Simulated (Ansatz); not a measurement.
**H6N3NbO: how energies converge with the basis set**

The task here is to estimate one member of a computed series from the others.

Program: Ansatz 0.2.0, Gaussian basis. Level of theory: one geometry, several basis sets. These are calculated values, not measurements.

The runs, in order: PBE0-D4/def2-SVP; ωB97M-V/def2-SVP; PBE0-D4/def2-QZVPP; ωB97M-V/def2-QZVPP; the functionals' def2-TZVPP values are taken from earlier runs.

## Structure used throughout

An earlier PBE0-D4 in a triple-zeta def2 set relaxation fixed the geometry. Nb takes the def2 core potential; no spin-orbit term is included.

SMILES `[NH]=[Nb]([NH2])([NH2])[OH]`, 11 atoms, charge 0, spin multiplicity 1.

Atoms are counted from 1 here; the program's logs count them from 0.

Bond lengths: N1–Nb2 1.749 Å, N1–H6 1.008 Å, Nb2–N3 1.985 Å, Nb2–N4 1.985 Å, Nb2–O5 1.915 Å, N3–H7 1.008 Å, N3–H8 1.011 Å, N4–H9 1.007 Å, N4–H10 1.011 Å, O5–H11 0.956 Å. Angles: Nb2–N1–H6 173.3°, N1–Nb2–N3 105.5°, N1–Nb2–N4 105.5°, N1–Nb2–O5 114.6°, N3–Nb2–N4 112.5°, N3–Nb2–O5 109.3°, N4–Nb2–O5 109.3°, Nb2–N3–H7 125.8°, Nb2–N3–H8 124.1°, H7–N3–H8 110.0°, Nb2–N4–H9 125.8°, Nb2–N4–H10 124.1°, H9–N4–H10 110.0°, Nb2–O5–H11 134.4°.

Set-up of the first run:

in.yaml reads:

```yaml
crystal:
  periodic: [false, false, false]
  atoms:
    - {symbol: N, position_ang: [-1.551943, 0.454726, 0.819238]}
    - {symbol: Nb, position_ang: [-0.177145, -0.033909, -0.144393]}
    - {symbol: N, position_ang: [0.647622, -1.549521, 0.835873]}
    - {symbol: N, position_ang: [1.008227, 1.555749, -0.223563]}
    - {symbol: O, position_ang: [-0.607769, -0.591403, -1.925129]}
    - {symbol: H, position_ang: [-2.410114, 0.712166, 1.280989]}
    - {symbol: H, position_ang: [0.359604, -1.895067, 1.737404]}
    - {symbol: H, position_ang: [1.466548, -2.049994, 0.519462]}
    - {symbol: H, position_ang: [0.861260, 2.425465, 0.263295]}
    - {symbol: H, position_ang: [1.888654, 1.581551, -0.718940]}
    - {symbol: H, position_ang: [-1.419447, -0.666664, -2.423836]}
basis:
  gaussian: {orbitals: def2-SVP}
hamiltonian: {xc: pbe0, dispersion: d4}
output: {orbitals: {seedname: orbitals}}
```

Steps of the session up to this table: PBE0-D4 in def2-SVP; ωB97M-V in def2-SVP; PBE0-D4 in def2-QZVPP; ωB97M-V in def2-QZVPP.

One table of the session follows, with a row left open; its other results are not shown here.

It belongs to the step «Density functionals: the series». 

| functional | basis | HOMO (eV) | LUMO (eV) |
| --- | --- | --- | --- |
| PBE0-D4 | def2-SVP | ? | ? |
| PBE0-D4 | def2-TZVPP | -6.91 | -0.13 |
| PBE0-D4 | def2-QZVPP | -6.97 | -0.22 |
| ωB97M-V | def2-SVP | -8.98 | 1.35 |
| ωB97M-V | def2-TZVPP | -9.21 | 1.07 |
| ωB97M-V | def2-QZVPP | -9.28 | 0.59 |

**Question.** Estimate the row for PBE0-D4, def2-SVP.

The run gave: HOMO (eV): -6.69; LUMO (eV): 0.13. In the column «HOMO (eV)» it is the highest.
